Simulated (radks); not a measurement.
**Ionisation energy and size from Ni to Pt**

The task here is to estimate one member of a computed series from the others.

Method: non-relativistic Kohn-Sham, BLYP, spin-polarised, spherical densities, point nucleus; open shells are filled with parallel spins first. Code: radks (a radial shooting solver on a logarithmic mesh, Libxc functionals) version 1.

1 further run of the same task is left out (set aside as unsound or not needed).

### The system

- species: Ni, Pd, Pt
- runs: 6, each species and its next ion

The first run:

Input:

```text
Z 28
configuration [Ar] 3d8 4s2
relativity non-relativistic
functional b88,lyp
spin polarised
nucleus point
```

Steps of the session up to this table: Ni, [Ar] 3d8 4s2.

One of the session's tables, all rows but one given; the rest of the session is left out.

It belongs to the step «Ni, [Ar] 3d8 4s2». Sizes of the orbitals, from the radial functions (bohr):

```
  level     <r>  outermost maximum (interpolated)  90 % within  nodes
  3s up  0.7491                             0.647         1.12      2
3s down  0.7509                             0.647         1.13      2
  3p up  0.7814                             0.649         1.21      1
3p down  0.7845                             0.650         1.21      1
  3d up       ?                                 ?            ?      ?
3d down   1.028                             0.629         1.83      0
  4s up   2.817                              2.24         4.35      3
4s down   2.884                              2.28         4.46      3
```

Estimate the missing values for 3d up.

As computed: <r>: 0.9894; outermost maximum (interpolated): 0.625; 90 % within: 1.74; nodes: 0. In the column «<r>» it lies between 3p down (0.7845) and 3d down (1.028).

Limits of these values: Relativity is left out here, which matters for elements this heavy. Open shells are spherical and high-spin; term and fine-structure splittings are not resolved.
